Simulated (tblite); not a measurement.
# C4H11GeNSi: the cost of one run

Computed with tblite 0.8.0 and PySCF 2.14.0, with density-fitted response routines of our own, on a single molecule in the gas phase. Atoms count from 0, in the outputs and in this text.

## Step 1: The starting structure

18 atoms, charge 0, multiplicity 1; geometry from: force field or distance geometry start.

Bonds of the start (Å): C0–C1 1.36, C1–Si2 1.82, Si2–C3 1.85, C3–N4 1.40, N4–Ge5 1.82, Ge5–C6 1.97, C6–Si2 1.90, C0–H7 1.07, C0–H8 1.09, C1–H9 1.08, Si2–H10 1.46, C3–H11 1.13, C3–H12 1.11, N4–H13 1.05, Ge5–H14 1.55, Ge5–H15 1.56, C6–H16 1.09, C6–H17 1.10.

## Step 2: Relaxing the molecule with GFN2-xTB

What the job is given:

```
{"job": {"kind": "relax", "xc": "GFN2-xTB", "basis": "xTB"}, "charge": 0, "multiplicity": 1}
C      3.066800    -0.889100     0.016800
C      1.967500    -0.645000    -0.742200
Si     0.363900    -0.278700     0.046200
C     -1.059800    -1.135700    -0.756500
N     -2.126700    -0.271600    -1.042400
Ge    -1.992100     1.344000    -0.215200
C     -0.034400     1.569000    -0.119300
H      3.067500    -0.870100     1.089900
H      3.977400    -1.102500    -0.539800
H      2.064400    -0.684800    -1.816300
H      0.412500    -0.616800     1.469300
H     -1.380000    -2.032000    -0.150100
H     -0.676600    -1.525600    -1.727400
H     -3.023500    -0.726600    -0.726300
H     -2.643000     2.491100    -1.021700
H     -2.637800     1.311700     1.205000
H      0.382400     1.978300    -1.043600
H      0.262600     2.090900     0.797400
```

Run with:

```sh
$ OMP_NUM_THREADS=1 python probes_run.py task.json out
```

The driver reads the jobs from task.json and runs them one after another.

Q: Estimate the wall time and peak memory of this first job on 1 thread of AMD EPYC, shared host.

About 2.9 s, with a peak of 0.18 GiB.
